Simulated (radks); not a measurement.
# Fractional charge and spin in the 3d shell of copper

An exercise on one series of results from a longer session: the logs are not shown, and one member is left open.

Program: radks (a radial shooting solver on a logarithmic mesh, Libxc functionals) version 1. Level of theory: non-relativistic Kohn-Sham, PBE, spin-polarised, spherical densities, point nucleus. These are calculated values, not measurements, unless marked.

### The system

```
element       : copper (Z = 29)
configuration : [Ar] 4s(up 0.5, down 0.5) 3d(up 5, down 5)
```

A shell typed twice in an input gives spin up, then spin down.

The first run:

The run's settings:

```text
Z 29
configuration [Ar] 4s0.5 4s0.5 3d5 3d5
relativity non-relativistic
functional pbe,pbe
spin polarised
nucleus point
```

On the command line:

```console
> python run_ks.py task.json out
```

The same process makes all the runs of this session.

Among the steps run: 3d: up 5, down 5.

One of the session's tables, all rows but one given; the rest of the session is left out.

It belongs to the step «3d: up 5, down 5». Sizes of the orbitals, from the radial functions (bohr):

```
level      <r>  outermost maximum (interpolated)  90 % within  nodes
   1s  0.05290                            0.0349       0.0942      0
   2s   0.2387                             0.200        0.369      1
   2p   0.2078                             0.160        0.339      0
   3s   0.7224                             0.622         1.08      2
   3p   0.7541                             0.623         1.17      1
   3d        ?                                 ?            ?      ?
   4s    2.998                              2.32         4.70      3
```

Q: Estimate the row for 3d from the others.

The run gave: <r>: 1.040; outermost maximum (interpolated): 0.601; 90 % within: 1.89; nodes: 0. In the column «<r>» it lies between 3p (0.7541) and 4s (2.998).
